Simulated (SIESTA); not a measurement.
## Mg6GaB under changes of volume

One of the cells (19.475 Å³/atom); the others are scaled copies at fixed shape and fractional positions:

```
Ga Mg B
1.0
     4.04488    0.00000    0.00000
     0.00000    4.01985    4.79102
     0.00000   -4.01985    4.79102
Ga Mg B
1 6 1
Direct
  0.50000 0.56356 0.56356
  0.50000 0.13063 0.13063
  0.50000 0.05018 0.68792
  0.50000 0.68792 0.05018
  0.00000 0.35758 0.35758
  0.00000 0.38510 0.84132
  0.00000 0.84132 0.38510
  0.00000 0.98372 0.98372
```

The cell comes from a database or a generator and needn't be the stable form of this composition.

```yaml
Program: SIESTA 5.4.2
Functional: LDA
Potentials_or_basis: PseudoDojo 0.4 standard (LDA files)
Basis: DZP (energy shift 0.003 Ry; two zetas on semicore shells)
Grid_cutoff: 800 Ry
Energy_shift: 0.003 Ry
k_mesh: 5 × 4 × 4
Occupations: fermi-dirac, width 0.05 eV
Spin: no spin polarisation
```

```csv
volume (Å³/atom),energy over the lowest point (meV/atom),pressure (GPa),largest force (eV/Å)
18.307,2.53,1.6,0.295
18.696,0.00,0.5,0.260
19.086,0.12,-0.6,0.227
19.475,2.66,-1.5,0.194
19.865,?,?,?
20.254,14.10,-3.1,0.147
20.644,22.59,-3.8,0.179
```

Task: What does the run at 19.865 Å³/atom give?

Result: Energy over the lowest point 7.39 meV/atom; pressure -2.4 GPa; largest force 0.164 eV/Å.

Worked out: A Birch-Murnaghan fit of order 3 (a polynomial in V^(-2/3)) to the other rows has its minimum at 18.87 Å³/atom with B0 = V·E''(V) = 51 GPa and B' = 3.9 at fixed shape and positions, which overstates the stiffness. It gives 7.40 meV/atom at 19.865 Å³/atom, against the run's 7.39, and -dE/dV = -2.4 GPa, against -2.4.

Energies are extrapolated to zero smearing.

Caveats: the basis of atomic orbitals isn't converged, which shifts pressures, moduli and gaps.
